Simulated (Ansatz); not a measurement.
# C2H11N3Si: one species, many methods

One table from this session's results is given with a row withheld; the runs are named, their logs left out.

Program: Ansatz 0.2.0, Gaussian basis. Level of theory: functionals in def2-TZVPP, the program's frozen cores in correlated methods. These are calculated values, not measurements.

Plan: LDA (SPW92), PBE-D4, revPBE-D4, BLYP-D4, r2SCAN-D4, B97M-V, PBE0-D4, B3LYP-D4, r2SCANh-D4, r2SCAN0-D4, HSE06-D4, BHLYP-D4, CAM-B3LYP-D4, LC-ωPBE, ωB97X-V, ωB97M-V, B2PLYP, PBE-QIDH; CCSD(T)/def2-SVP; MP2/def2-TZVPP; MP2/def2-QZVPP; RPA on PBE.

## Structure used throughout

The geometry comes from an earlier relaxation with PBE0-D4 in a triple-zeta def2 set; it is a stationary point, not always the lowest conformer.

SMILES `CC[Si](N)(N)N`, 17 atoms, charge 0, spin multiplicity 1.

Atoms are counted from 1 here; the program's logs count them from 0.

Bond lengths: C1–C2 1.526 Å, C1–H7 1.094 Å, C1–H8 1.093 Å, C1–H9 1.093 Å, C2–Si3 1.875 Å, C2–H10 1.096 Å, C2–H11 1.098 Å, Si3–N4 1.723 Å, Si3–N5 1.722 Å, Si3–N6 1.715 Å, N4–H12 1.007 Å, N4–H13 1.007 Å, N5–H14 1.007 Å, N5–H15 1.007 Å, N6–H16 1.006 Å, N6–H17 1.006 Å. Angles: C2–C1–H7 111.0°, C2–C1–H8 112.0°, C2–C1–H9 111.4°, H7–C1–H8 107.4°, H7–C1–H9 107.0°, H8–C1–H9 107.8°, C1–C2–Si3 114.1°, C1–C2–H10 110.2°, C1–C2–H11 110.0°, Si3–C2–H10 107.8°, Si3–C2–H11 108.8°, H10–C2–H11 105.6°, C2–Si3–N4 105.7°, C2–Si3–N5 105.2°, C2–Si3–N6 118.8°, N4–Si3–N5 121.4°, N4–Si3–N6 102.9°, N5–Si3–N6 103.7° and more.

The first run:

Input file in.yaml:

```yaml
crystal:
  periodic: [false, false, false]
  atoms:
    - {symbol: C, position_ang: [1.225397, -1.780791, 0.045987]}
    - {symbol: C, position_ang: [0.659053, -0.694744, -0.864264]}
    - {symbol: Si, position_ang: [-0.416624, 0.560817, 0.020767]}
    - {symbol: N, position_ang: [0.608005, 1.316634, 1.181186]}
    - {symbol: N, position_ang: [-1.177914, 1.466562, -1.230382]}
    - {symbol: N, position_ang: [-1.727994, 0.000941, 0.973507]}
    - {symbol: H, position_ang: [0.422681, -2.343426, 0.530637]}
    - {symbol: H, position_ang: [1.840752, -2.497178, -0.505112]}
    - {symbol: H, position_ang: [1.841259, -1.353327, 0.840813]}
    - {symbol: H, position_ang: [0.059395, -1.144902, -1.663071]}
    - {symbol: H, position_ang: [1.476891, -0.165441, -1.370805]}
    - {symbol: H, position_ang: [1.557671, 1.552518, 0.944091]}
    - {symbol: H, position_ang: [0.223995, 1.981915, 1.832890]}
    - {symbol: H, position_ang: [-0.686204, 1.649857, -2.089642]}
    - {symbol: H, position_ang: [-1.796964, 2.227621, -1.001017]}
    - {symbol: H, position_ang: [-2.565545, -0.338460, 0.531807]}
    - {symbol: H, position_ang: [-1.562855, -0.438997, 1.862906]}
basis:
  gaussian: {orbitals: def2-TZVPP}
hamiltonian: {xc: lda}
output: {orbitals: {seedname: orbitals}}
```

Run with:

```sh
ansatz run in.yaml --threads 4 --pin off --events-out ev --progress --plain --max-ram 11315MiB
```

Among the steps run: LDA; PBE-D4 (GGA); revPBE-D4 (GGA); BLYP-D4 (GGA); r2SCAN-D4 (meta-GGA); B97M-V (meta-GGA); B3LYP-D4 (hybrid); r2SCANh-D4 (hybrid); r2SCAN0-D4 (hybrid); HSE06-D4 (hybrid); BHLYP-D4 (hybrid); CAM-B3LYP-D4 (range-separated); LC-ωPBE (range-separated); ωB97X-V (range-separated); ωB97M-V (range-separated); B2PLYP (double hybrid); PBE-QIDH (double hybrid).

One of the session's tables, all rows but one given; the rest of the session is left out.

It belongs to the step «Frontier levels by functional». 

| functional | HOMO (eV) | LUMO (eV) | gap (eV) |
| --- | --- | --- | --- |
| LDA (SPW92) | -5.45 | -0.12 | 5.33 |
| PBE-D4 | -5.27 | 0.02 | 5.29 |
| revPBE-D4 | -5.20 | 0.10 | 5.31 |
| BLYP-D4 | -5.16 | 0.00 | 5.16 |
| r2SCAN-D4 | -5.57 | 0.73 | 6.31 |
| B97M-V | -5.67 | 0.16 | 5.83 |
| PBE0-D4 | -6.72 | 0.81 | 7.53 |
| B3LYP-D4 | -6.48 | 0.47 | 6.95 |
| r2SCANh-D4 | -6.12 | 0.96 | 7.07 |
| r2SCAN0-D4 | -6.94 | 1.28 | 8.21 |
| HSE06-D4 | -6.31 | 0.45 | 6.76 |
| BHLYP-D4 | ? | ? | ? |
| CAM-B3LYP-D4 | -8.18 | 1.54 | 9.72 |
| LC-ωPBE | -9.59 | 2.86 | 12.45 |
| ωB97X-V | -9.21 | 2.61 | 11.82 |
| ωB97M-V | -9.12 | 2.16 | 11.28 |

**Question.** Estimate the row for BHLYP-D4.

Worked estimate for «HOMO (eV)». Against the share of exact exchange, BLYP-D4 (0, -5.16), B3LYP-D4 (0.2, -6.48) give a slope of -6.60 per unit share; at 0.5 the line stands at -8.46.

As computed: HOMO (eV): -8.09; LUMO (eV): 1.39; gap (eV): 9.48. In «HOMO (eV)» the line misses by -0.37.
